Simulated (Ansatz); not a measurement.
This script drives the Python package of Ansatz (0.2.0).

The script, `md.py`:
```python
# -*- coding: utf-8 -*-
'''Molecular dynamics of one H3Sn molecule.'''

import ansatz
import numpy as np

BASIS_SET = 'def2-SVP'
FUNCTIONAL = 'pbe'
N_STEPS = 30
TEMPERATURE_K = 200

geometry_ang = [
    ('Sn', [0.3151, -0.2447, -0.2725]),
    ('H', [1.0706, 0.0341, 1.2501]),
    ('H', [-1.1751, -1.2113, -0.0662]),
    ('H', [-0.1551, 1.3617, -0.9317]),
]
h3sn = ansatz.Crystal.molecule()
for symbol, xyz in geometry_ang:
    h3sn = h3sn.atom(symbol, xyz)

setup = (
    h3sn.calculation()
    .basis(gaussian=BASIS_SET)
    .functional(FUNCTIONAL)
    .spin('collinear', total=1)
)
symbols = [site.symbol for site in h3sn.cartesian_sites]
start = np.array([site.position_ang for site in h3sn.cartesian_sites], dtype=float)
data = setup.relax(force_tolerance=0.02).run(threads=1, backend='cpu').report
end = np.array(data['positions_ang'])
minimum = ansatz.Crystal.molecule()
for symbol, place in zip(symbols, end):
    minimum = minimum.atom(symbol, place.tolist())

# dynamics from the relaxed geometry
setup = minimum.calculation()
setup = setup.basis(gaussian=BASIS_SET)
setup = setup.functional(FUNCTIONAL)
setup = setup.spin('collinear', total=1).md('nvt_nose_hoover', timestep=0.5, steps=N_STEPS, temperature=TEMPERATURE_K, initial_velocities='maxwell_boltzmann', seed=28, thermostat_time=20)
frames = []
outcome = setup.session().plan().execute(on_event=lambda e: frames.append(e['data']) if e['event'] == 'md_step' else None)
print('t (fs)   E_pot (eV)      E_kin (eV)   T (K)   d(0-1) (A)')
for f in frames[::2]:
    xyz = np.array(f['positions_ang'])
    print(f'{f["time_fs"]:6.2f} {f["lagrangian_ev"]:14.5f} {f["e_kin_ev"]:10.5f} {f["temperature_k"]:8.1f} {np.linalg.norm(xyz[0] - xyz[1]):9.4f}')
kept = np.array([f['conserved_ev'] for f in frames])
print(f'conserved energy moves by at most {1000 * np.ptp(kept):.3f} meV')
```

It is started by `python md.py`. Estimate its wall time and peak memory on 1 thread of Arm Neoverse V1, with other jobs on the host.

It took about 33 s, with a peak of 0.17 GiB, for 2 runs of the engine.

```console
$ python md.py
t (fs)   E_pot (eV)      E_kin (eV)   T (K)   d(0-1) (A)
  0.00    -5878.10701    0.05170    200.0    1.7403
  1.00    -5878.10147    0.04621    178.7    1.7214
  2.00    -5878.08777    0.03264    126.2    1.7049
  3.00    -5878.07207    0.01711     66.2    1.6928
  4.00    -5878.06142    0.00660     25.5    1.6868
  5.00    -5878.06048    0.00571     22.1    1.6876
  6.00    -5878.06928    0.01459     56.4    1.6951
  7.00    -5878.08339    0.02899    112.1    1.7084
  8.00    -5878.09610    0.04237    163.9    1.7257
  9.00    -5878.10149    0.04876    188.6    1.7448
 10.00    -5878.09675    0.04515    174.7    1.7635
 11.00    -5878.08330    0.03277    126.7    1.7798
 12.00    -5878.06639    0.01664     64.4    1.7919
 13.00    -5878.05319    0.00384     14.9    1.7986
 14.00    -5878.04979    0.00052      2.0    1.7992
 15.00    -5878.05815    0.00900     34.8    1.7935
conserved energy moves by at most 0.381 meV
```

Total energies depend on the basis set; only differences at equal settings carry meaning. The trajectory is only some femtoseconds long, so its temperature is not equilibrated; where the script doesn't relax first, it starts from a rough generated geometry. def2 sets replace the cores of elements past krypton by effective core potentials. The run takes the species as open-shell (spin multiplicity 2), which needn't be its ground state. The temperature counts the internal degrees of freedom alone.
